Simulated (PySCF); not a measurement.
# [LaF2]+: other functionals and bases at one geometry

An exercise on one series of results from a longer session: the logs are not shown, and one member is left open.

Method: several levels, as the steps say, no spin–orbit coupling; program: PySCF 2.14.0.

1 further run of the same task is left out (for a known fault of the program).

### Starting geometry

3 atoms, charge 1, spin multiplicity 1.

Bond lengths: La1–F2 2.039 Å, La1–F3 2.039 Å. Angles: F2–La1–F3 108.7°.

As a file:

```xyz
3

La    0.0000    0.0000   -0.3891
F     1.6562    0.0000    0.7994
F    -1.6562    0.0000    0.7994
```

Formal oxidation states: La +3. The 4f shell is empty and lies in the core potential. An earlier session relaxed this geometry at PBE0, La lcecp-1-SVP with ECP46, F def2-SVP (singlet, point group C2v).

At PBE0 on the finer grid: E = -230.836521 Eh, HOMO -15.71 eV, LUMO -7.39 eV, Mulliken charge on La1 +1.74 e, largest force component 0.006 eV/Å. The large-core potential holds the 4f shell empty.

Levels to run: M06-L; HF; PBE0, TZVP. Hardware: 2 threads of Arm Neoverse V2, shared host.

The first run:

Contents of run.py (the lines that set the calculation):

```python
mol = gto.M(atom='''
La     0.00000     0.00000    -0.38912
F      1.65621     0.00000     0.79938
F     -1.65621     0.00000     0.79938''',
    basis={'La': 'lcecp-1-SVP', 'F': 'def2-SVP'},
    ecp={'La': 'lcecp-1-SVP'},
    charge=1, spin=0)
mf = dft.RKS(mol, xc='M06L')
mf.grids.atom_grid = (75, 302)  # f atoms: unpruned, at least (60, 302)
mf = mf.density_fit()  # fitting sets: La AutoAux, F def2-universal-JKFIT
mf.conv_tol = 1e-08; mf.max_cycle = 55
mf.kernel(dm0)  # dm0: the density of the relaxed state
```

Run with:

```sh
$ OMP_NUM_THREADS=2 python run.py
```

Among the steps run: M06-L; HF; PBE0, TZVP.

One of the session's tables, all rows but one given; the rest of the session is left out.

```
              level  HOMO (eV)  gap (eV)  charge on La1 (e)  dipole (D)  largest force component (eV/Å)
PBE0 (relaxed here)     -15.71      8.32               1.74        6.61                            0.01
              M06-L          ?         ?                  ?           ?                               ?
                 HF     -20.48     15.31               2.08        7.79                            0.45
         PBE0, TZVP     -15.78      8.48               1.88        6.63                            0.33
```

Estimate the missing values for M06-L.

**Answer.** HOMO (eV): -14.14; gap (eV): 6.80; charge on La1 (e): 1.78; dipole (D): 6.61; largest force component (eV/Å): 0.46. In the column «HOMO (eV)» it is the highest.

The dipole of a charged species depends on the origin, so these sizes hold for this origin alone.

In one basis the HOMO–LUMO gap runs from 6.80 eV (M06-L) to 15.31 eV (HF). The largest leftover force, 0.46 eV/Å with M06-L, stands at a geometry relaxed at another level. With 4f in the core, its levels are missing from HOMO and gap, and its count is fixed, so no charge can pass from the ligands into it. Total energies of different levels can't be compared.
